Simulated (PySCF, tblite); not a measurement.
# CH₁₁NSi₃: a rotation path, then NMR shifts on frames, part 1 of 2

Aim: move CH₁₁NSi₃ (`CN[SiH]([SiH3])[SiH3]`) away from its starting geometry and see how NMR shifts follow the geometry.

Computed with tblite 0.8.0 and PySCF 2.14.0, with density-fitted response routines of our own, on a single molecule in the gas phase. Atoms are numbered from 0 throughout.

### Step 1. The starting structure

16 atoms, charge 0, multiplicity 1; geometry from: GFN2-xTB.

Bonds of the start (Å): C0–N1 1.44, N1–Si2 1.73, Si2–Si3 2.32, Si2–Si4 2.31, C0–H5 1.10, C0–H6 1.09, C0–H7 1.09, N1–H8 1.01, Si2–H9 1.49, Si3–H10 1.47, Si3–H11 1.47, Si3–H12 1.47, Si4–H13 1.46, Si4–H14 1.47, Si4–H15 1.47.

### Step 2. The rotation path with GFN2-xTB

What the job is given:

```
{"job": {"kind": "neb", "xc": "GFN2-xTB", "basis": "xTB", "atoms": [4, 2, 1, 0], "turn": 120}, "charge": 0, "multiplicity": 1}
C     -0.884749     2.104893    -0.552578
N      0.245453     1.239387    -0.323471
Si     0.153102    -0.214766     0.610044
Si    -1.577267    -1.471193    -0.289595
Si     2.290779    -1.092134     0.548661
H     -1.058357     2.798589     0.278777
H     -1.777430     1.493734    -0.675062
H     -0.737075     2.690140    -1.462956
H      1.104297     1.768599    -0.294935
H     -0.198716     0.090567     2.029098
H     -1.724286    -1.331492    -1.742079
H     -1.364646    -2.899923    -0.036049
H     -2.904607    -1.160707     0.258934
H      2.331791    -2.328602     1.332431
H      2.750055    -1.443743    -0.797589
H      3.344059    -0.234402     1.104960
```

With the program's defaults for keys left out, this is: GFN2-xTB climbing-image nudged elastic band, gas phase.

Command:

```
> OMP_NUM_THREADS=1 python probes_run.py task.json out
```

One launch serves the whole session: the jobs run in the order shown.

Output:

```text
image   E - E0 / eV
  0       0.0000
  1       0.0183
  2       0.0545
  3       0.0891
  4       0.1035
  5       0.0858
  6       0.0506
  7       0.0249
  8       0.0140
```

Run time: 3.1 s. Hardware: 1 thread of Intel Xeon 6975P-C, shared host; peak memory 0.19 GiB.

The final band, with the dihedral Si4–Si2–N1–C0:

| image | dihedral (°) | energy (eV) | energy (kcal/mol) |
| --- | --- | --- | --- |
| 0 | 180 | 0.000 | 0.0 |
| 1 | 195 | 0.018 | 0.4 |
| 2 | 210 | 0.054 | 1.3 |
| 3 | 226 | 0.089 | 2.1 |
| 4 | 244 | 0.103 | 2.4 |
| 5 | 263 | 0.086 | 2.0 |
| 6 | 281 | 0.051 | 1.2 |
| 7 | 296 | 0.025 | 0.6 |
| 8 | 305 | 0.014 | 0.3 |

### Step 3. NMR shieldings: image 0, PBE0/pcSseg-1

What the job is given:

```
{"job": {"kind": "nmr", "xc": "PBE0", "basis": "pcSseg-1", "pop": false}, "charge": 0, "multiplicity": 1}
C     -0.884700     2.104900    -0.552600
N      0.245500     1.239400    -0.323500
Si     0.153100    -0.214800     0.610000
Si    -1.577300    -1.471200    -0.289600
Si     2.290800    -1.092100     0.548700
H     -1.058400     2.798600     0.278800
H     -1.777400     1.493700    -0.675100
H     -0.737100     2.690100    -1.463000
H      1.104300     1.768600    -0.294900
H     -0.198700     0.090600     2.029100
H     -1.724300    -1.331500    -1.742100
H     -1.364600    -2.899900    -0.036000
H     -2.904600    -1.160700     0.258900
H      2.331800    -2.328600     1.332400
H      2.750100    -1.443700    -0.797600
H      3.344100    -0.234400     1.105000
```

Level: GIAO PBE0/pcSseg-1 NMR shielding, non-relativistic, gas phase.

Output:

```text
coarse grid: 13840 points
cycle   1  E = -967.3599700364  dE =  3.972e-02  |g| = 3.728e-01  |ddm| = 3.435e+00
cycle   2  E = -967.3319651198  dE =  2.800e-02  |g| = 5.175e-01  |ddm| = 1.010e+00
cycle   3  E = -967.3917991563  dE = -5.983e-02  |g| = 5.078e-02  |ddm| = 6.888e-01
cycle   4  E = -967.3923280198  dE = -5.289e-04  |g| = 1.540e-02  |ddm| = 6.652e-02
cycle   5  E = -967.3923802951  dE = -5.228e-05  |g| = 5.081e-03  |ddm| = 1.711e-02
cycle   6  E = -967.3923864171  dE = -6.122e-06  |g| = 3.815e-04  |ddm| = 4.636e-03
final grid: 117072 points
cycle   7  E = -967.4166186053  dE = -1.550e-05  |g| = 6.316e-03  |ddm| = 1.653e-02
cycle   8  E = -967.4166112447  dE =  7.361e-06  |g| = 8.427e-03  |ddm| = 1.547e-02
cycle   9  E = -967.4166276646  dE = -1.642e-05  |g| = 8.574e-04  |ddm| = 9.469e-03
cycle  10  E = -967.4166278090  dE = -1.444e-07  |g| = 1.783e-04  |ddm| = 8.259e-04
cycle  11  E = -967.4166278156  dE = -6.588e-09  |g| = 2.725e-05  |ddm| = 1.257e-04
cycle  12  E = -967.4166278158  dE = -1.642e-10  |g| = 8.148e-06  |ddm| = 4.866e-05
converged SCF energy = -967.4166278158

GIAO shielding tensors (ppm)
atom      isotropic    diamagn.    paramagn.     s11        s22        s33       span
  0 C      150.205     243.415     -93.210    128.805    136.293    185.516     56.711
  1 N      260.463     323.719     -63.256    218.542    252.696    310.152     91.609
  2 Si     396.850     881.435    -484.585    333.794    366.418    490.339    156.546
  3 Si     467.400     880.826    -413.425    442.625    473.531    486.045     43.420
  4 Si     465.876     880.719    -414.843    446.665    464.466    486.498     39.834
  5 H       28.774      28.218       0.557     23.818     26.473     36.032     12.215
  6 H       29.419      30.073      -0.654     24.633     29.500     34.124      9.491
  7 H       28.673      28.162       0.511     23.611     26.234     36.174     12.563
  8 H       32.349      34.012      -1.663     21.214     32.673     43.160     21.946
  9 H       26.262      30.126      -3.863     23.125     24.221     31.441      8.316
 10 H       28.151      29.778      -1.627     24.969     26.029     33.454      8.485
 11 H       28.396      29.413      -1.017     24.817     26.477     33.893      9.075
 12 H       27.957      29.414      -1.457     24.585     25.818     33.468      8.884
 13 H       28.409      29.194      -0.785     24.958     26.135     34.133      9.175
 14 H       28.263      29.583      -1.320     24.980     26.214     33.596      8.616
 15 H       28.195      29.426      -1.230     24.753     26.048     33.784      9.031
```

Wall time 13 s (1 thread of Intel Xeon 6975P-C, shared host); peak memory 0.74 GiB.

The references, computed at this level on geometries of the same kind, shield at (ppm): 1H TMS 31.72, 13C TMS 186.9, 29Si TMS 349.2, 15N NH3 267.7. Their shielding less the atom's gives the shift. The references are single molecules in the gas phase, so shifts against H2O, NH3, PH3, H3PO4 or CFCl3 are not on the usual liquid scales and can be off by tens of ppm. Each atom is listed at this fixed geometry, with no averaging over motion; a spectrum would average atoms that exchange fast.

| atoms | environment | σ (ppm) | δ (ppm) |
| --- | --- | --- | --- |
| C0 | methyl carbon bonded to N | 150.2 | 36.7 |
| H9 | hydrogen on a silicon bonded to N, 2 Si | 26.26 | 5.45 |
| H12 | hydrogen on a silicon bonded to Si | 27.96 | 3.76 |
| H10 | hydrogen on a silicon bonded to Si | 28.15 | 3.57 |
| H15 | hydrogen on a silicon bonded to Si | 28.20 | 3.52 |
| H14 | hydrogen on a silicon bonded to Si | 28.26 | 3.45 |
| H11 | hydrogen on a silicon bonded to Si | 28.40 | 3.32 |
| H13 | hydrogen on a silicon bonded to Si | 28.41 | 3.31 |
| H7 | hydrogen on a methyl carbon bonded to N | 28.67 | 3.04 |
| H5 | hydrogen on a methyl carbon bonded to N | 28.77 | 2.94 |
| H6 | hydrogen on a methyl carbon bonded to N | 29.42 | 2.30 |
| H8 | hydrogen on a nitrogen bonded to C, Si | 32.35 | -0.63 |
| N1 | nitrogen bonded to C, Si, H | 260.5 | 7.3 |
| Si2 | silicon bonded to N, 2 Si, H | 396.9 | -47.7 |
| Si4 | silicon bonded to Si, 3 H | 465.9 | -116.7 |
| Si3 | silicon bonded to Si, 3 H | 467.4 | -118.2 |

### Step 4. NMR shieldings: image 2, PBE0/pcSseg-1

What the job is given:

```
{"job": {"kind": "nmr", "xc": "PBE0", "basis": "pcSseg-1", "pop": false}, "charge": 0, "multiplicity": 1}
C     -0.776200     2.276500    -0.357700
N      0.132300     1.167400    -0.498400
Si     0.052100    -0.260900     0.479200
Si    -1.584100    -1.665300    -0.392400
Si     2.231100    -1.027900     0.608100
H     -0.432700     2.998700     0.392800
H     -1.747300     1.900300    -0.044300
H     -0.895100     2.801100    -1.308400
H      1.025100     1.467900    -0.855700
H     -0.373900     0.150000     1.845500
H     -1.638500    -1.682800    -1.858400
H     -1.326400    -3.051800     0.016900
H     -2.960000    -1.379500     0.036300
H      2.319900    -2.206400     1.470900
H      2.776800    -1.423300    -0.694000
H      3.189400    -0.055100     1.148300
```

Level: GIAO PBE0/pcSseg-1 NMR shielding, non-relativistic, gas phase.

Output:

```text
coarse grid: 13840 points
cycle   1  E = -967.3578167816  dE =  3.277e-02  |g| = 3.772e-01  |ddm| = 3.432e+00
cycle   2  E = -967.3282078080  dE =  2.961e-02  |g| = 5.274e-01  |ddm| = 1.034e+00
cycle   3  E = -967.3904710453  dE = -6.226e-02  |g| = 4.945e-02  |ddm| = 7.091e-01
cycle   4  E = -967.3909678002  dE = -4.968e-04  |g| = 1.613e-02  |ddm| = 6.568e-02
cycle   5  E = -967.3910267831  dE = -5.898e-05  |g| = 4.914e-03  |ddm| = 1.819e-02
cycle   6  E = -967.3910324685  dE = -5.685e-06  |g| = 4.033e-04  |ddm| = 4.532e-03
final grid: 117072 points
cycle   7  E = -967.4152459492  dE = -1.620e-05  |g| = 6.354e-03  |ddm| = 1.685e-02
cycle   8  E = -967.4152388005  dE =  7.149e-06  |g| = 8.413e-03  |ddm| = 1.580e-02
cycle   9  E = -967.4152552767  dE = -1.648e-05  |g| = 8.708e-04  |ddm| = 9.404e-03
cycle  10  E = -967.4152554244  dE = -1.477e-07  |g| = 1.815e-04  |ddm| = 8.382e-04
cycle  11  E = -967.4152554311  dE = -6.709e-09  |g| = 2.850e-05  |ddm| = 1.275e-04
cycle  12  E = -967.4152554313  dE = -1.803e-10  |g| = 9.065e-06  |ddm| = 5.757e-05
converged SCF energy = -967.4152554313

GIAO shielding tensors (ppm)
atom      isotropic    diamagn.    paramagn.     s11        s22        s33       span
  0 C      151.294     242.304     -91.010    127.933    139.335    186.612     58.679
  1 N      270.385     324.404     -54.018    222.718    263.485    324.954    102.236
  2 Si     396.935     881.532    -484.598    330.508    373.286    487.010    156.501
  3 Si     467.866     880.530    -412.664    439.587    475.870    488.141     48.553
  4 Si     465.456     880.831    -415.375    444.195    465.795    486.378     42.183
  5 H       28.745      28.109       0.636     23.354     26.815     36.065     12.711
  6 H       29.387      29.687      -0.300     25.031     28.155     34.974      9.943
  7 H       28.820      27.949       0.871     23.701     26.347     36.412     12.711
  8 H       32.680      34.729      -2.049     21.554     33.087     43.399     21.844
  9 H       26.295      30.522      -4.227     23.389     24.984     30.512      7.123
 10 H       28.271      29.547      -1.276     25.110     26.145     33.559      8.449
 11 H       28.520      29.332      -0.811     24.976     26.610     33.975      9.000
 12 H       28.035      29.259      -1.224     24.690     25.998     33.418      8.728
 13 H       28.363      29.213      -0.850     24.957     26.007     34.125      9.169
 14 H       28.239      29.721      -1.483     25.086     26.218     33.413      8.327
 15 H       28.189      29.523      -1.334     24.758     26.041     33.768      9.009
```

It took 13 s on 1 thread of Intel Xeon 6975P-C, shared host; peak memory 0.77 GiB.

This run: δ C0 35.6, N1 -2.7, Si2 -47.8, Si4 -116.3, H9 5.42, H12 3.68 ppm.

(Continued in part 2 of 2.)
